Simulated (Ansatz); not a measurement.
# C4H12GaN: how energies converge with the basis set

One table from this session's results is given with a row withheld; the runs are named, their logs left out.

Program: Ansatz 0.2.0, Gaussian basis. Level of theory: one geometry, several basis sets. These are calculated values, not measurements.

Plan: PBE0-D4/def2-SVP; ωB97M-V/def2-SVP; PBE0-D4/def2-QZVPP; ωB97M-V/def2-QZVPP; the functionals' def2-TZVPP values are taken from earlier runs.

## The geometry

The geometry comes from an earlier relaxation with PBE0-D4 in a triple-zeta def2 set; it is a stationary point, not always the lowest conformer.

18 atoms, charge 0, spin multiplicity 1.

Atoms are counted from 1 here; the program's logs count them from 0.

Bond lengths: C1–C2 1.523 Å, C1–H7 1.093 Å, C1–H8 1.093 Å, C1–H9 1.092 Å, C2–N3 1.445 Å, C2–H10 1.095 Å, C2–H11 1.102 Å, N3–C4 1.441 Å, N3–Ga5 1.828 Å, C4–H12 1.098 Å, C4–H13 1.100 Å, C4–H14 1.092 Å, Ga5–C6 1.964 Å, Ga5–H15 1.567 Å, C6–H16 1.093 Å, C6–H17 1.093 Å, C6–H18 1.091 Å. Angles: C2–C1–H7 110.6°, C2–C1–H8 110.5°, C2–C1–H9 111.8°, H7–C1–H8 108.3°, H7–C1–H9 107.5°, H8–C1–H9 108.0°, C1–C2–N3 114.4°, C1–C2–H10 108.8°, C1–C2–H11 108.9°, N3–C2–H10 108.7°, N3–C2–H11 109.5°, H10–C2–H11 106.2°, C2–N3–C4 114.3°, C2–N3–Ga5 122.7°, C4–N3–Ga5 123.0°, N3–C4–H12 112.9°, N3–C4–H13 111.3°, N3–C4–H14 110.3° and more.

Geometry (Å):

```mol
C4H12GaN
  3D, bonds by distance, orders not assigned

 18 17  0  0  0  0  0  0  0  0999 V2000
   -1.2794   -1.5109    0.8145 C   0  0
   -0.0502   -0.6240    0.9614 C   0  0
    0.5924   -0.2817   -0.2868 N   0  0
    1.2801   -1.3782   -0.9204 C   0  0
    0.5343    1.4005   -0.9987 Ga  0  0
   -0.4433    2.7756    0.0070 C   0  0
   -1.7203   -1.7216    1.7924 H   0  0
   -2.0348   -1.0195    0.1960 H   0  0
   -1.0347   -2.4686    0.3504 H   0  0
   -0.3412    0.2997    1.4712 H   0  0
    0.6749   -1.1248    1.6227 H   0  0
    0.6035   -2.1873   -1.2266 H   0  0
    2.0315   -1.8205   -0.2492 H   0  0
    1.7980   -1.0319   -1.8173 H   0  0
    1.2982    1.5618   -2.3570 H   0  0
   -1.4697    2.4562    0.2030 H   0  0
    0.0353    2.9542    0.9736 H   0  0
   -0.4749    3.7210   -0.5363 H   0  0
  1  2  8  0
  2  3  8  0
  3  4  8  0
  3  5  8  0
  5  6  8  0
  1  7  8  0
  1  8  8  0
  1  9  8  0
  2 10  8  0
  2 11  8  0
  4 12  8  0
  4 13  8  0
  4 14  8  0
  5 15  8  0
  6 16  8  0
  6 17  8  0
  6 18  8  0
M  END
```

Set-up of the first run:

Input file in.yaml:

```yaml
crystal:
  periodic: [false, false, false]
  atoms:
    - {symbol: C, position_ang: [-1.279354, -1.510866, 0.814546]}
    - {symbol: C, position_ang: [-0.050192, -0.624010, 0.961355]}
    - {symbol: N, position_ang: [0.592381, -0.281746, -0.286826]}
    - {symbol: C, position_ang: [1.280119, -1.378172, -0.920394]}
    - {symbol: Ga, position_ang: [0.534347, 1.400469, -0.998728]}
    - {symbol: C, position_ang: [-0.443262, 2.775587, 0.006961]}
    - {symbol: H, position_ang: [-1.720325, -1.721613, 1.792423]}
    - {symbol: H, position_ang: [-2.034783, -1.019454, 0.195977]}
    - {symbol: H, position_ang: [-1.034708, -2.468600, 0.350372]}
    - {symbol: H, position_ang: [-0.341196, 0.299719, 1.471246]}
    - {symbol: H, position_ang: [0.674935, -1.124779, 1.622690]}
    - {symbol: H, position_ang: [0.603524, -2.187254, -1.226557]}
    - {symbol: H, position_ang: [2.031541, -1.820476, -0.249200]}
    - {symbol: H, position_ang: [1.798030, -1.031914, -1.817267]}
    - {symbol: H, position_ang: [1.298217, 1.561814, -2.356986]}
    - {symbol: H, position_ang: [-1.469679, 2.456176, 0.203011]}
    - {symbol: H, position_ang: [0.035262, 2.954187, 0.973644]}
    - {symbol: H, position_ang: [-0.474856, 3.720952, -0.536267]}
basis:
  gaussian: {orbitals: def2-SVP}
hamiltonian: {xc: pbe0, dispersion: d4}
output: {orbitals: {seedname: orbitals}}
```

The run is started by

```console
> ansatz run in.yaml --threads 2 --pin off --events-out ev --progress --plain --max-ram 32768MiB --backend cpu
```

Steps of the session up to this table: PBE0-D4 in def2-SVP; ωB97M-V in def2-SVP; PBE0-D4 in def2-QZVPP; ωB97M-V in def2-QZVPP.

One of the session's tables, all rows but one given; the rest of the session is left out.

It belongs to the step «Density functionals: the series». 

```
functional       basis  HOMO (eV)
   PBE0-D4    def2-SVP      -6.08
   PBE0-D4  def2-TZVPP      -6.14
   PBE0-D4  def2-QZVPP      -6.15
   ωB97M-V    def2-SVP          ?
   ωB97M-V  def2-TZVPP      -8.41
   ωB97M-V  def2-QZVPP      -8.42
```

Q: Estimate the row for ωB97M-V, def2-SVP from the others.

The run gave: HOMO (eV): -8.34. In the column «HOMO (eV)» it lies between ωB97M-V, def2-TZVPP (-8.41) and PBE0-D4, def2-QZVPP (-6.15).
